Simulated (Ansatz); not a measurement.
**Si2NH5F (SMILES N[Si](F)[SiH3]) at 6 levels**

Wanted: a comparison of 6 runs (UB3LYP/6-31G*, U-wB97M-V/def2-SVP, UB3LYP/def2-SVP, USVWN5/def2-SVP, UMP2/def2-SVP, UCCSD(T)/def2-SVP) of Si2NH5F. 

The calculation is run with Ansatz 0.2.0.

65 further runs of the same task are left out: 65 set aside as unsound or not needed.

## (1) Starting point

Si2NH5F: 9 atoms, total charge 0, spin state doublet. SMILES: `N[Si](F)[SiH3]`. The Si2–Si4 distance was set to 5.161 Å, away from the relaxed value. At this shape a bond of the SMILES string is far longer than usual.

Bond lengths: N1–Si2 1.703 Å, Si2–F3 1.616 Å, N1–H5 1.007 Å, N1–H6 1.008 Å, Si4–H7 1.485 Å, Si4–H8 1.492 Å, Si4–H9 1.486 Å. Angles: N1–Si2–F3 112.7°, Si2–N1–H5 122.8°, Si2–N1–H6 123.0°, H5–N1–H6 112.1°, H7–Si4–H8 108.9°, H7–Si4–H9 109.3°, H8–Si4–H9 108.5°.

## (2) The energy at UB3LYP/6-31G(d) (Cartesian functions) (run 1)

run.yaml

```yaml
crystal:
  periodic: [false, false, false]
  atoms:
    - {symbol: N, position_ang: [-2.983180, 2.045627, -2.540259]}
    - {symbol: Si, position_ang: [-2.854080, 0.350327, -2.434759]}
    - {symbol: F, position_ang: [-2.501680, -0.337973, -3.853859]}
    - {symbol: Si, position_ang: [0.823900, -0.883000, 0.969100]}
    - {symbol: H, position_ang: [-3.748480, 2.506427, -3.004059]}
    - {symbol: H, position_ang: [-2.204380, 2.665927, -2.385459]}
    - {symbol: H, position_ang: [1.132000, -2.331800, 0.856500]}
    - {symbol: H, position_ang: [2.078500, -0.103500, 0.756900]}
    - {symbol: H, position_ang: [0.315000, -0.594800, 2.335600]}
basis:
  gaussian:
    orbitals: "6-31G*"
magnetization:
  spin_polarized: true
  initial_magnetization: 1
hamiltonian:
  xc: {name: B3LYP}
accuracy: high
output: {orbitals: {seedname: orbitals}}
```

On the command line:

```bash
ansatz run run.yaml --threads 1 --pin off --max-ram 3480MiB --events-out events.jsonl --progress --plain --runs-dir runs
```

Output:

```text
Warning: RAYON_NUM_THREADS=1 ignored (pool sized by the plan → 1); use --threads N
Functional definition: B3LYP
  name "B3LYP"
  parameter a0 = 0.2
  parameter ax = 0.72
  parameter ac = 0.81
  exchange = (1 - a0 - ax)*slater_x + ax*b88_x + a0*exact_x
  correlation = (1 - ac)*vwn_rpa_c + ac*lyp_c
1603 factors; integrals over basis functions are off by at most 5.9e-9 eV
mean field evaluation 1: about -20034.9634 eV, gradient 4.5e1 eV
mean field evaluation 2: about -20006.4868 eV, gradient 7.8e1 eV
mean field evaluation 4: about -20042.1933 eV, gradient 6.5e0 eV
mean field evaluation 8: about -20042.4833 eV, gradient 7.7e-1 eV
mean field evaluation 16: about -20042.4876 eV, gradient 4.1e-3 eV
mean field evaluation 32: about -20042.4876 eV, gradient 4.4e-8 eV
mean field -20042.48761493 eV, -736.5478345626 hartree, gradient 4.4e-8 eV, S^2 0.751595; 2 other end points of the search recorded, 0 dependent functions left out
reference -20042.48766547 eV, -736.5478364200 hartree; 25, 24 occupied and 53, 54 virtual orbitals, 1603 factors
Total energy: -20042.48766547 eV, -736.5478364200 hartree
```

Run time: 12 s. Hardware: 1 thread of Arm Neoverse V2, shared host; peak memory 0.35 GiB.

## (3) A single-point energy at U-wB97M-V/def2-SVP (run 2)

run.yaml, as its differences from that of step 2:

```diff
@@ -3,3 +3,3 @@
   atoms:
-    - {symbol: N, position_ang: [-2.983180, 2.045627, -2.540259]}
+    - {symbol: "N", position_ang: [-2.983180, 2.045627, -2.540259]}
     - {symbol: Si, position_ang: [-2.854080, 0.350327, -2.434759]}
@@ -13,9 +13,5 @@
 basis:
-  gaussian:
-    orbitals: "6-31G*"
-magnetization:
-  spin_polarized: true
-  initial_magnetization: 1
-hamiltonian:
-  xc: {name: B3LYP}
+  gaussian: {orbitals: def2-SVP}
+magnetization: {spin_polarized: true, initial_magnetization: 1}
+hamiltonian: {xc: {name: wB97M-V}}
 accuracy: high
```

On the command line:

```bash
ansatz run run.yaml --threads 1 --pin off --max-ram 3480MiB --events-out events.jsonl --progress --plain --runs-dir runs
```

Output:

```text
Warning: RAYON_NUM_THREADS=1 ignored (pool sized by the plan → 1); use --threads N
Functional definition: wB97M-V
  name "wB97M-V"
  parameter omega = 0.3/bohr
  parameter cx = 0.15
  parameter cx01 = 1.007
  parameter cx10 = 0.259
  parameter css00 = 0.443
  parameter css04 = -1.437
  parameter css10 = -4.535
  parameter css20 = -3.390
  parameter css43 = 4.278
  parameter cos00 = 1.000
  parameter cos10 = 1.358
  parameter cos20 = 2.924
  parameter cos21 = -8.812
  parameter cos60 = -1.390
  parameter cos61 = 9.142
  parameter b = 6.0
  parameter c = 0.01
  gx(w, u) = 1 - cx + cx01*u + cx10*w
  gss(w, u) = css00 + css04*u^4 + css10*w + css20*w^2 + css43*w^4*u^3
  gos(w, u) = cos00 + cos10*w + (cos20 + cos21*u)*w^2 + (cos60 + cos61*u)*w^6
  exchange = spin_sum(e_x_unif_sr(omega)*gx(b97_w, b97_u_x)) + cx*exact_x_sr(omega) + exact_x_lr(omega)
  correlation = spin_sum(e_c_pw_mod_same_spin*gss(b97_w, b97_u_same))
      + integral(e_c_pw_mod_opposite_spin*gos(b97_w_opposite, b97_u_opposite)) + vv10(b, c)
1799 factors; integrals over basis functions are off by at most 8.8e-8 eV
433 factors; integrals over basis functions are off by at most 2.1e-9 eV
mean field evaluation 1: about -20026.3343 eV, gradient 3.6e1 eV
mean field evaluation 2: about -20026.6724 eV, gradient 3.6e1 eV
mean field evaluation 4: about -20031.1692 eV, gradient 1.3e0 eV
mean field evaluation 8: about -20031.2766 eV, gradient 2.1e-2 eV
mean field evaluation 16: about -20031.2766 eV, gradient 4.6e-4 eV
mean field -20031.27664775 eV, -736.1358391178 hartree, gradient 6.5e-8 eV, S^2 0.750893; 0 other end points of the search recorded, 0 dependent functions left out
reference -20031.27665338 eV, -736.1358393246 hartree; 25, 24 occupied and 64, 65 virtual orbitals, 1799 factors
Total energy: -20031.27665338 eV, -736.1358393246 hartree
```

It took 2.1 min on 1 thread of Arm Neoverse V2, shared host; peak memory 1.1 GiB.

Runs 3 to 5 aren't shown in full; the table further down has their settings and results.

## (4) The energy at UCCSD(T)/def2-SVP (run 6)

input.yaml

```yaml
crystal:
  periodic: [false, false, false]
  atoms:
    - {symbol: "N", position_ang: [-2.983180, 2.045627, -2.540259]}
    - {symbol: Si, position_ang: [-2.854080, 0.350327, -2.434759]}
    - {symbol: F, position_ang: [-2.501680, -0.337973, -3.853859]}
    - {symbol: Si, position_ang: [0.823900, -0.883000, 0.969100]}
    - {symbol: H, position_ang: [-3.748480, 2.506427, -3.004059]}
    - {symbol: H, position_ang: [-2.204380, 2.665927, -2.385459]}
    - {symbol: H, position_ang: [1.132000, -2.331800, 0.856500]}
    - {symbol: H, position_ang: [2.078500, -0.103500, 0.756900]}
    - {symbol: H, position_ang: [0.315000, -0.594800, 2.335600]}
basis:
  gaussian: {orbitals: def2-SVP}
magnetization: {spin_polarized: true, initial_magnetization: 1}
correlation: {method: ccsd_t, frozen_orbitals: {F: 1, H: 0, "N": 1, Si: 5}}
accuracy: high
scf: {omitted_lower_state_checks: [cluster_reference, increment]}
```

On the command line:

```bash
ansatz run input.yaml --threads 1 --pin off --max-ram 3480MiB --events-out events.jsonl --progress --plain --runs-dir runs
```

Output:

```text
Warning: RAYON_NUM_THREADS=1 ignored (pool sized by the plan → 1); use --threads N
[... 13 lines left out ...]
12 core orbitals not correlated: weight in the atoms' cores, before any rotation towards them, 1.000 or more for the frozen orbitals, at most 0.000 for the correlated occupied ones
[... 32 lines left out ...]
Total energy: -19998.28575208 eV, -734.9234460641 hartree
Checks for a lower state left out: cluster_reference, increment
```

Run time: 77 s. Hardware: 1 thread of Arm Neoverse V2, shared host; peak memory 0.89 GiB.

## (5) All runs side by side

```csv
run,level,Cartesian functions,frozen core orbitals,energy (Eh),HOMO energy (eV),LUMO energy (eV),⟨S²⟩,wall time
1,UB3LYP/6-31G* (Cartesian functions),yes,–,-736.547836,-6.05,-2.97,0.752,12 s
2,U-wB97M-V/def2-SVP,no,–,-736.135839,-8.17,-1.00,0.751,2.1 min
3,UB3LYP/def2-SVP,no,–,-736.281794,-6.08,-2.99,0.752,15 s
4,USVWN5/def2-SVP,no,–,-732.796816,-5.19,-3.94,0.751,4.5 s
5,UMP2/def2-SVP,no,12,-734.855261,–,–,1.038,5.7 s
6,UCCSD(T)/def2-SVP,no,12,-734.923446,–,–,1.038,77 s
```

## (6) Summary of results

```
                                           quantity          value
                                run 6: total energy  -734.92345 Eh
run 6: correlation energy (12 core orbitals frozen)     -589.3 mEh
                              run 6: (T) correction     -12.55 mEh
           run 6: ⟨S²⟩ of the reference determinant          1.038
                               run 6: T1 diagnostic          0.045
```

What this shows: Totals of different functionals can't be ranked against each other. Spin contamination of the reference: run 5 ⟨S²⟩ = 1.04, run 6 ⟨S²⟩ = 1.04. All runs together took 4 min, the longest 2.1 min.
